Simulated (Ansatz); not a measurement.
# Si2Mo: the cost of one run

Program: Ansatz 0.2.0. Level of theory: DFT PBEsol, scalar-relativistic, plane waves, PAW. These are calculated values, not measurements.

2 further runs of the same task are left out: 2 set aside as unsound or not needed.

## (1) The system as given

Symmetry: I4/mmm, No. 139, tetragonal system. Conventional cell: a = 3.190 Å, b = 3.190 Å, c = 7.825 Å, α = 90.00°, β = 90.00°, γ = 90.00°. Si (site symmetry 4mm) has 5 Si at 2.58 to 2.62 Å and 5 Mo at 2.60 to 2.62 Å as nearest neighbours. Mo (site symmetry 4/mmm) is surrounded by 10 Si at 2.60 to 2.62 Å.

Structure file:

```cif
data_structure
_symmetry_space_group_name_H-M 'P 1'
_symmetry_Int_Tables_number 1
_cell_length_a 4.5161
_cell_length_b 4.5161
_cell_length_c 4.5161
_cell_angle_alpha 138.637
_cell_angle_beta 138.637
_cell_angle_gamma 59.928
_cell_volume 39.81
loop_
_atom_site_label
_atom_site_type_symbol
_atom_site_fract_x
_atom_site_fract_y
_atom_site_fract_z
_atom_site_occupancy
Si1 Si 0.33498 0.33498 0.00000 1
Si2 Si 0.66502 0.66502 0.00000 1
Mo1 Mo 0.00000 0.00000 0.00000 1
```

This cell was relaxed beforehand with the same method: volume 13.27 Å³/atom, gap on the mesh none (metal).

## (2) Zone-centre modes

input.yaml

```yaml
crystal:
  lattice:
    - [-1.5949535966, 1.5949535966, 3.9124680722]
    - [1.5949535966, -1.5949535966, 3.9124680722]
    - [1.5949535966, 1.5949535966, -3.9124680722]
  atoms:
    - { symbol: Si, position: [0.3349819673, 0.3349819673, 0.0] }
    - { symbol: Si, position: [0.6650180327, 0.6650180327, 0.0] }
    - { symbol: Mo, position: [0.0, 0.0, 0.0] }
basis:
  ecutwfc: 420
kpoints:
  mp_grid: { grid: [18, 18, 18] }
hamiltonian:
  xc: pbesol
scf:
  occupations: { method: fermi_dirac, width: 0.15 }
output:
  eigenvalues: true
phonons:
  method: dfpt
  eigenvectors: true
```

Command:

```console
$ ansatz run input.yaml --threads 1 --pin off --max-ram 2560MiB --backend cpu --events-out ev --progress --plain --runs-dir out
```

Q: Estimate wall time and peak memory on 1 thread of Intel Xeon Platinum 8375C at 2.90GHz (Ice Lake), shared host.

About 3.8 min, with a peak of 1.7 GiB.
